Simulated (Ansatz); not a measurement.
**CH₄O₂Sn: how energies converge with the basis set**

The task here is to estimate one member of a computed series from the others.

Method: one geometry, several basis sets; program: Ansatz 0.2.0, Gaussian basis.

Levels to be run: PBE0-D4/def2-SVP; ωB97M-V/def2-SVP; PBE0-D4/def2-QZVPP; ωB97M-V/def2-QZVPP; the functionals' def2-TZVPP values are taken from earlier runs.

### The relaxed structure

The geometry comes from an earlier relaxation with PBE0-D4 in a triple-zeta def2 set; it is a stationary point, not always the lowest conformer. Sn takes the def2 core potential; no spin-orbit term is included.

SMILES `O=[CH][SnH2][OH]`, 8 atoms, charge 0, spin multiplicity 1.

Atoms are counted from 1 here; the program's logs count them from 0.

Bond lengths: O1–C2 1.200 Å, C2–Sn3 2.210 Å, C2–H5 1.114 Å, Sn3–O4 1.961 Å, Sn3–H6 1.708 Å, Sn3–H7 1.708 Å, O4–H8 0.963 Å. Angles: O1–C2–Sn3 116.9°, O1–C2–H5 120.0°, Sn3–C2–H5 123.1°, C2–Sn3–O4 99.2°, C2–Sn3–H6 114.0°, C2–Sn3–H7 113.9°, O4–Sn3–H6 108.4°, O4–Sn3–H7 108.4°, H6–Sn3–H7 111.9°, Sn3–O4–H8 109.3°.

Coordinates:

```
O    -1.1181   -0.2415   -1.6902
C    -0.4427    0.6285   -1.2142
Sn    0.5402    0.1871    0.7149
O    -0.1141   -1.6411    0.9895
H    -0.3354    1.6026   -1.7433
H    -0.0072    1.1561    2.0099
H     2.2451    0.1436    0.6290
H    -0.6757   -1.8925    0.2485
```

The first run:

File in.yaml:

```yaml
crystal:
  periodic: [false, false, false]
  atoms:
    - {symbol: O, position_ang: [-1.118086, -0.241498, -1.690175]}
    - {symbol: C, position_ang: [-0.442750, 0.628498, -1.214227]}
    - {symbol: Sn, position_ang: [0.540182, 0.187120, 0.714882]}
    - {symbol: O, position_ang: [-0.114082, -1.641133, 0.989513]}
    - {symbol: H, position_ang: [-0.335364, 1.602649, -1.743328]}
    - {symbol: H, position_ang: [-0.007183, 1.156090, 2.009943]}
    - {symbol: H, position_ang: [2.245053, 0.143555, 0.628957]}
    - {symbol: H, position_ang: [-0.675670, -1.892482, 0.248536]}
basis:
  gaussian: {orbitals: def2-SVP}
hamiltonian: {xc: pbe0, dispersion: d4}
output: {orbitals: {seedname: orbitals}}
```

Started as:

```console
$ ansatz run in.yaml --threads 2 --pin off --events-out ev --progress --plain --max-ram 4352MiB
```

Steps of the session up to this table: PBE0-D4 in def2-SVP; ωB97M-V in def2-SVP; PBE0-D4 in def2-QZVPP; ωB97M-V in def2-QZVPP.

One of the session's tables, all rows but one given; the rest of the session is left out.

```
functional       basis  HOMO (eV)
   PBE0-D4    def2-SVP          ?
   PBE0-D4  def2-TZVPP      -7.15
   PBE0-D4  def2-QZVPP      -7.18
   ωB97M-V    def2-SVP      -9.19
   ωB97M-V  def2-TZVPP      -9.35
   ωB97M-V  def2-QZVPP      -9.38
```

Q: Estimate the row for PBE0-D4, def2-SVP from the others.

The run gave: HOMO (eV): -7.03. In the column «HOMO (eV)» it is the highest.
